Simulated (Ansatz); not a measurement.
# SnGe2P2: the cost of one run

Program: Ansatz 0.2.0. Level of theory: DFT PBE, scalar-relativistic, plane waves, PAW. These are calculated values, not measurements.

**1. Starting point**

The structure is tetragonal, space group P4_2/mmc (No. 131). Conventional cell: a = 4.913 Å, b = 4.913 Å, c = 10.385 Å, α = 90.00°, β = 90.00°, γ = 90.00°. Sn (site symmetry mmm) is surrounded by 6 Ge at 2.46 to 3.47 Å and 8 P at 3.57 Å. Ge (site symmetry mmm) is surrounded by 2 Ge at 2.46 Å and 4 Sn at 3.47 Å and 8 P at 3.57 Å. Ge (site symmetry mmm) is surrounded by 2 Sn at 2.46 Å and 2 Ge at 2.46 Å and 2 P at 2.60 Å. Around P (site symmetry -4m2) lie 2 Ge at 2.60 Å. Around P (site symmetry -4m2) lie 4 P at 3.47 Å and 4 Sn at 3.57 Å and 4 Ge at 3.57 Å.

Structure file:

```xyz
10
Lattice="4.9132 0.0000 0.0000 0.0000 4.9132 0.0000 0.0000 0.0000 10.3847" Properties=species:S:1:pos:R:3 pbc="T T T"
Sn    0.0000    2.4566    0.0000
Sn    2.4566    0.0000    5.1924
Ge    0.0000    2.4566    5.1924
Ge    2.4566    0.0000    0.0000
Ge    0.0000    0.0000    0.0000
Ge    0.0000    0.0000    5.1924
P     0.0000    0.0000    2.5962
P     0.0000    0.0000    7.7886
P     2.4566    2.4566    2.5962
P     2.4566    2.4566    7.7886
```

The cell is invented: random cell by space group and Wyckoff sites (P4_2/mmc, No. 131). Its size is a rough estimate.

**2. Probe: one point on a coarse mesh**

input.yaml reads:

```yaml
crystal:
  lattice:
    - [4.91323772, 0.0, 0.0]
    - [0.0, 4.91323772, 0.0]
    - [0.0, 0.0, 10.3847452]
  atoms:
    - { symbol: Sn, position: [0.0, 0.5, 0.0] }
    - { symbol: Sn, position: [0.5, 0.0, 0.5] }
    - { symbol: Ge, position: [0.0, 0.5, 0.5] }
    - { symbol: Ge, position: [0.5, 0.0, 0.0] }
    - { symbol: Ge, position: [0.0, 0.0, 0.0] }
    - { symbol: Ge, position: [0.0, 0.0, 0.5] }
    - { symbol: P, position: [0.0, 0.0, 0.25] }
    - { symbol: P, position: [0.0, 0.0, 0.75] }
    - { symbol: P, position: [0.5, 0.5, 0.25] }
    - { symbol: P, position: [0.5, 0.5, 0.75] }
basis:
  ecutwfc: 420
kpoints:
  mp_grid: { grid: [4, 4, 2] }
hamiltonian:
  xc: pbe
scf:
  occupations: { method: gaussian, width: 0.1 }
  lower_state_search: "off"
output:
  forces: true
  stress: true
  eigenvalues: true
```

On the command line:

```console
$ ansatz run input.yaml --threads 1 --pin off --max-ram 2560MiB --backend cpu --events-out ev --progress --plain --runs-dir out
```

What time and memory should one allow on 1 thread of Arm Neoverse V2, shared host?

About 10 s, with a peak of 0.54 GiB.
